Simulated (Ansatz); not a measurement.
# BiB2N: the cost of one run

Computed with Ansatz 0.2.0 (plane waves, PAW, unless a step's input says otherwise).

2 further runs of the same task are left out: 2 that didn't finish.

## Step 1: The structure to begin with

Symmetry: P-4m2, No. 115, tetragonal system. Conventional cell: a = 2.828 Å, b = 2.828 Å, c = 6.526 Å, α = 90.00°, β = 90.00°, γ = 90.00°. N (site symmetry -4m2) is surrounded by 4 B at 1.61 Å. B (site symmetry 2mm) is surrounded by 2 N at 1.61 Å. Bi (site symmetry -4m2) has 4 Bi at 2.83 Å and 4 B at 2.87 Å as nearest neighbours.

As a file:

```
CELL_PARAMETERS angstrom
2.82829 0.00000 0.00000
0.00000 2.82829 0.00000
0.00000 0.00000 6.52607
ATOMIC_POSITIONS crystal
N 0.00000 0.00000 0.00000
B 0.00000 0.50000 0.88191
Bi 0.50000 0.50000 0.50000
B 0.50000 0.00000 0.11809
```

The cell was relaxed beforehand with r2SCAN; those runs aren't shown. No run includes spin-orbit coupling, which matters for Bi.

## Step 2: PBE, anion s p, 6×6×4

Input file input.yaml:

```yaml
crystal:
  lattice:
    - [2.8282886701, 0.0, 0.0]
    - [0.0, 2.8282886701, 0.0]
    - [0.0, 0.0, 6.5260668383]
  atoms:
    - { symbol: "N", position: [0.0, 0.0, 0.0] }
    - { symbol: B, position: [0.0, 0.5, 0.8819061826] }
    - { symbol: Bi, position: [0.5, 0.5, 0.5] }
    - { symbol: B, position: [0.5, 0.0, 0.1180938174] }
kpoints:
  mp_grid: { grid: [8, 8, 4] }
  band_path:
    path:
      - [[0.0, 0.0, 0.0], [0.0, 0.5, 0.0], [0.5, 0.5, -2.658915810925e-32], [0.0, 0.0, 0.0], [3.508067520955e-49, 0.0, 0.5], [3.508067520955e-49, 0.5, 0.5], [0.5, 0.5, 0.5], [3.508067520955e-49, 0.0, 0.5]]
      - [[0.0, 0.5, 0.0], [3.508067520955e-49, 0.5, 0.5]]
      - [[0.5, 0.5, -2.658915810925e-32], [0.5, 0.5, 0.5]]
    npoints: 10
hamiltonian:
  xc: pbe
scf:
  occupations: { method: fermi_dirac, width: 0.02 }
  n_extra_bands: 6
output:
  forces: false
  stress: false
  eigenvalues: true
  wannier:
    kmesh: [6, 6, 4]
    projections: [{ species: "N", l: s, shell: 2 }, { species: "N", l: p, shell: 2 }]
    minimise: true
    write_hr: true
    conv_tol: 1.0e-08
    max_iter: 3000
```

Command:

```sh
$ ansatz run input.yaml --threads 4 --pin off --max-ram 3686MiB --backend cpu --events-out ev --progress --plain --runs-dir out
```

**Question.** How long does this run take on 4 threads of AMD EPYC 7R43 (Zen 3), shared host, and how much memory does it need?

About 3 s, with a peak of 0.42 GiB.
